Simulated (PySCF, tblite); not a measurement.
# C6H10NSi radical: geometry, infrared bands and EPR parameters

What infrared bands and EPR parameters should C6H10NSi radical (`C#C/C=C(\C)[SiH]NC`) show?

Computed with tblite 0.8.0 and PySCF 2.14.0, with density-fitted response routines of our own, on a single molecule in the gas phase. Atoms count from 0, in the outputs and in this text.

## 1. Starting geometry

18 atoms, charge 0, multiplicity 2; geometry from: force field or distance geometry start.

Bonds of the start (Å): C0–C1 1.20, C1–C2 1.44, C2–C3 1.31, C3–C4 1.49, C3–Si5 1.85, Si5–N6 1.75, N6–C7 1.42, C0–H8 1.08, C2–H9 1.10, C4–H10 1.12, C4–H11 1.10, C4–H12 1.11, Si5–H13 1.48, N6–H14 1.03, C7–H15 1.12, C7–H16 1.11, C7–H17 1.09.

## 2. Geometry optimisation with GFN2-xTB

Job settings and geometry (Å):

```
{"job": {"kind": "relax", "xc": "GFN2-xTB", "basis": "xTB"}, "charge": 0, "multiplicity": 2}
C     -3.213100     1.621600     1.224900
C     -2.273600     1.336600     0.536200
C     -1.108900     0.985500    -0.241400
C     -0.745300    -0.263800    -0.399600
C     -1.492900    -1.373100     0.257100
Si     0.752900    -0.555000    -1.442100
N      2.082800     0.479900    -0.981600
C      2.965900     0.012300     0.031500
H     -4.076600     1.867700     1.829700
H     -0.539600     1.783500    -0.734100
H     -2.241400    -1.824800    -0.450000
H     -0.780400    -2.129400     0.614200
H     -2.069400    -1.038600     1.148400
H      1.136700    -1.968000    -1.248000
H      1.951500     1.500900    -1.058000
H      2.664500     0.269100     1.076800
H      3.001700    -1.094000    -0.035100
H      3.976400     0.396000    -0.140500
```

Run with:

```console
> OMP_NUM_THREADS=1 python probes_run.py task.json out
```

One launch serves the whole session: the jobs run in the order shown.

**Question.** This job is followed by: GFN2-xTB harmonic vibrations, gas phase; UKS B3LYP, pcH-1 on C H N Si, non-relativistic, mean-field spin-orbit, GIAO. What will the session give for the following? strongest single infrared mode (GFN2-xTB); zero-point energy (GFN2-xTB); g(iso) (B3LYP); ⟨S²⟩; largest a(iso) (averaged by class); potential on the surface of density 0.002 e/bohr³, 1st and 99th percentile.

As calculated:

| quantity | value |
| --- | --- |
| strongest single infrared mode (GFN2-xTB) | 2343 cm⁻¹, 253 km/mol |
| zero-point energy (GFN2-xTB) | 86.6 kcal/mol |
| g(iso) (B3LYP) | 2.00267 |
| ⟨S²⟩ | 0.769 (exact 0.75) |
| largest a(iso) (averaged by class) | 29Si on Si5, -281.2 MHz |
| potential on the surface of density 0.002 e/bohr³, 1st and 99th percentile | -0.92 V and 1.51 V |

In words: The optimisation took 103 steps and gained 0.485 eV; among the close pairs (by a distance rule), C2–C3 changed most, from 1.311 to 1.369 Å. All 48 modes are real, so the xTB geometry is a minimum. The strongest single mode, at 2343 cm⁻¹, moves mainly H13. Unscaled tight-binding wavenumbers are off by several per cent, some by more. Its intensities can rank the bands wrongly. The largest share of the spin, 0.82 e, sits on Si5. The isotropic g lies 0.3 ppt above the free-electron value. These values are for one conformer; the search (at its own cheap level) found 2 more, at 0.00, 0.25 kcal/mol (those within 0.05 may be mirror or relabelled copies), and measured spectra average over such forms.
